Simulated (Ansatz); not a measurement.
# ScCu: tests of the settings

Aim, for ScCu: test the k-point mesh on the displaced cell.

Computed with Ansatz 0.2.0 (DFT PBEsol, scalar-relativistic, plane waves, PAW, unless a step's input says otherwise).

### 1 Starting point

The structure is cubic, space group Pm-3m (No. 221). The conventional cell has a = 3.256 Å, b = 3.256 Å, c = 3.256 Å, α = 90.00°, β = 90.00°, γ = 90.00°. Sc (site symmetry m-3m) has 8 Cu at 2.82 Å as nearest neighbours. Cu (site symmetry m-3m) is surrounded by 8 Sc at 2.82 Å.

Structure file:

```cif
data_structure
_symmetry_space_group_name_H-M 'Pm-3m'
_symmetry_Int_Tables_number 221
_cell_length_a 3.2560
_cell_length_b 3.2560
_cell_length_c 3.2560
_cell_angle_alpha 90.000
_cell_angle_beta 90.000
_cell_angle_gamma 90.000
_cell_volume 34.52
loop_
_atom_site_label
_atom_site_type_symbol
_atom_site_symmetry_multiplicity
_atom_site_Wyckoff_symbol
_atom_site_fract_x
_atom_site_fract_y
_atom_site_fract_z
_atom_site_occupancy
Sc1 Sc 1 b 0.50000 0.50000 0.50000 1
Cu1 Cu 1 a 0.00000 0.00000 0.00000 1
```

Source of the structure: the Crystallography Open Database. It is taken as it stands there.

### 2 The base run, which the others are set against

Contents of input.yaml:

```yaml
crystal:
  lattice:
    - [3.256, 0.0, 0.0]
    - [0.0, 3.256, 0.0]
    - [0.0, 0.0, 3.256]
  atoms:
    - { symbol: Sc, position: [0.5, 0.5, 0.5] }
    - { symbol: Cu, position: [0.0, 0.0, 0.0] }
basis:
  ecutwfc: 420
kpoints:
  mp_grid: { grid: [14, 14, 14] }
hamiltonian:
  xc: pbesol
scf:
  occupations: { method: gaussian, width: 0.1 }
output:
  forces: true
  stress: true
  eigenvalues: true
  populations: true
```

Its results, from an earlier run: -4350.3330 eV/atom at zero smearing, pressure -3.90 GPa, largest force 0.000 eV/Å, no gap on the mesh, in 6 SCF cycles and 1.9 s.

The runs on the displaced cell use a copy made earlier, with the atoms moved and the axes strained (about 1 %) at random, so that forces and shear stress do not vanish.

### 3 K-point mesh on the displaced cell set to 1×1×1

Contents of input.yaml:

```yaml
crystal:
  lattice:
    - [3.2927712731, 0.0346521253, 0.0122906116]
    - [0.0346521253, 3.2389710145, 0.0248487126]
    - [0.0122906116, 0.0248487126, 3.2426998192]
  atoms:
    - { symbol: Sc, position: [0.4650332903, 0.5402134324, 0.4794040971] }
    - { symbol: Cu, position: [0.0157533731, 0.0126924142, -0.004893308] }
basis:
  ecutwfc: 420
kpoints:
  mp_grid: { grid: [1, 1, 1] }
hamiltonian:
  xc: pbesol
scf:
  occupations: { method: gaussian, width: 0.1 }
output:
  forces: true
  stress: true
  eigenvalues: true
```

Further runs follow: K-point mesh on the displaced cell set to 2×2×2; K-point mesh on the displaced cell: 4×4×4; K-point mesh on the displaced cell: 6×6×6.

**Question.** What does this series show?

As calculated:

| quantity | value |
| --- | --- |
| k-point mesh on the displaced cell: within 10 and 1 meV/atom of 10×10×10 from | 6×6×6 for 10; none of the others for 1 |

What this shows: The energy still moves by 5.67 meV/atom between the last two values of the k-point mesh on the displaced cell, so 1 meV/atom is not shown to be reached. The gaps on the coarsest meshes are artefacts of sampling: the crystal is a metal on the dense ones. The error changes sign along the series, since a k mesh isn't variational, and a metal needs dense meshes to resolve its Fermi surface. Forces stay within 0.01 eV/Å of the reference from 6×6×6 on.
